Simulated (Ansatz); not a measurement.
**CH5NbO4: a ladder of functionals and wavefunction methods**

The task here is to estimate one member of a computed series from the others.

Program: Ansatz 0.2.0, Gaussian basis. Level of theory: functionals in def2-TZVPP, the program's frozen cores in correlated methods. These are calculated values, not measurements.

Plan: LDA (SPW92), PBE-D4, revPBE-D4, BLYP-D4, r2SCAN-D4, B97M-V, PBE0-D4, B3LYP-D4, r2SCANh-D4, r2SCAN0-D4, HSE06-D4, BHLYP-D4, CAM-B3LYP-D4, LC-ωPBE, ωB97X-V, ωB97M-V, B2PLYP, PBE-QIDH; CCSD(T)/def2-SVP; CCSD(T)/def2-TZVPP; MP2/def2-QZVPP; extrapolation to the limit; RPA on PBE.

## Structure used throughout

The geometry comes from an earlier relaxation with PBE0-D4 in a triple-zeta def2 set; it is a stationary point, not always the lowest conformer. Nb takes the def2 core potential; no spin-orbit term is included.

SMILES `C[O][Nb](=[O])([OH])[OH]`, 11 atoms, charge 0, spin multiplicity 1.

Atoms are counted from 1 here; the program's logs count them from 0.

Bond lengths: C1–O2 1.401 Å, C1–H7 1.095 Å, C1–H8 1.094 Å, C1–H9 1.094 Å, O2–Nb3 1.879 Å, Nb3–O4 1.699 Å, Nb3–O5 1.905 Å, Nb3–O6 1.910 Å, O5–H10 0.958 Å, O6–H11 0.958 Å. Angles: O2–C1–H7 111.2°, O2–C1–H8 109.6°, O2–C1–H9 109.5°, H7–C1–H8 108.9°, H7–C1–H9 109.0°, H8–C1–H9 108.6°, C1–O2–Nb3 141.6°, O2–Nb3–O4 108.5°, O2–Nb3–O5 108.6°, O2–Nb3–O6 110.9°, O4–Nb3–O5 110.1°, O4–Nb3–O6 107.4°, O5–Nb3–O6 111.2°, Nb3–O5–H10 128.9°, Nb3–O6–H11 129.5°.

Coordinates:

```xyz
11
CH5NbO4
C    -0.43618   -0.94200    1.81838
O    -0.57019   -0.18860    0.64484
Nb    0.38644    0.34071   -0.88351
O     1.96429   -0.27980   -0.77453
O     0.43431    2.24411   -0.94302
O    -0.40232   -0.38037   -2.46648
H     0.57376   -1.35370    1.91071
H    -1.15556   -1.76577    1.81017
H    -0.64237   -0.30769    2.68514
H     1.19462    2.82648   -0.95797
H    -1.28160   -0.25057   -2.82323
```

Set-up of the first run:

The input, in.yaml:

```yaml
crystal:
  periodic: [false, false, false]
  atoms:
    - {symbol: C, position_ang: [-0.436183, -0.941996, 1.818377]}
    - {symbol: O, position_ang: [-0.570193, -0.188603, 0.644842]}
    - {symbol: Nb, position_ang: [0.386436, 0.340712, -0.883507]}
    - {symbol: O, position_ang: [1.964295, -0.279799, -0.774528]}
    - {symbol: O, position_ang: [0.434308, 2.244111, -0.943024]}
    - {symbol: O, position_ang: [-0.402320, -0.380373, -2.466482]}
    - {symbol: H, position_ang: [0.573760, -1.353704, 1.910710]}
    - {symbol: H, position_ang: [-1.155557, -1.765772, 1.810173]}
    - {symbol: H, position_ang: [-0.642370, -0.307686, 2.685137]}
    - {symbol: H, position_ang: [1.194621, 2.826479, -0.957970]}
    - {symbol: H, position_ang: [-1.281596, -0.250569, -2.823229]}
basis:
  gaussian: {orbitals: def2-TZVPP}
hamiltonian: {xc: lda}
output: {orbitals: {seedname: orbitals}}
```

Command:

```sh
$ ansatz run in.yaml --threads 4 --pin off --events-out ev --progress --plain --max-ram 11315MiB
```

Among the steps run: LDA; PBE-D4 (GGA); revPBE-D4 (GGA); BLYP-D4 (GGA); r2SCAN-D4 (meta-GGA); B97M-V (meta-GGA); PBE0-D4 (hybrid); B3LYP-D4 (hybrid); r2SCANh-D4 (hybrid); r2SCAN0-D4 (hybrid); HSE06-D4 (hybrid); BHLYP-D4 (hybrid); CAM-B3LYP-D4 (range-separated); LC-ωPBE (range-separated); ωB97X-V (range-separated); ωB97M-V (range-separated); B2PLYP (double hybrid); PBE-QIDH (double hybrid).

One table of the session follows, with a row left open; its other results are not shown here.

It belongs to the step «Frontier levels by functional». 

| functional | HOMO (eV) | gap (eV) |
| --- | --- | --- |
| LDA (SPW92) | -7.25 | 5.46 |
| PBE-D4 | -7.07 | 5.49 |
| revPBE-D4 | -7.00 | 5.51 |
| BLYP-D4 | ? | ? |
| r2SCAN-D4 | -7.42 | 5.98 |
| B97M-V | -7.51 | 6.10 |
| PBE0-D4 | -8.64 | 7.91 |
| B3LYP-D4 | -8.41 | 7.42 |
| r2SCANh-D4 | -8.01 | 6.89 |
| r2SCAN0-D4 | -8.89 | 8.26 |
| HSE06-D4 | -8.24 | 7.13 |
| BHLYP-D4 | -10.17 | 10.33 |
| CAM-B3LYP-D4 | -10.11 | 10.41 |
| LC-ωPBE | -11.43 | 12.88 |
| ωB97X-V | -11.09 | 12.39 |
| ωB97M-V | -11.02 | 11.78 |

Estimate the missing values for BLYP-D4.

Worked estimate for «HOMO (eV)». Against the share of exact exchange, B3LYP-D4 (0.2, -8.41), BHLYP-D4 (0.5, -10.17) give a slope of -5.87 per unit share; at 0 the line stands at -7.24.

The run gave: HOMO (eV): -6.99; gap (eV): 5.49. In «HOMO (eV)» the line misses by -0.25.
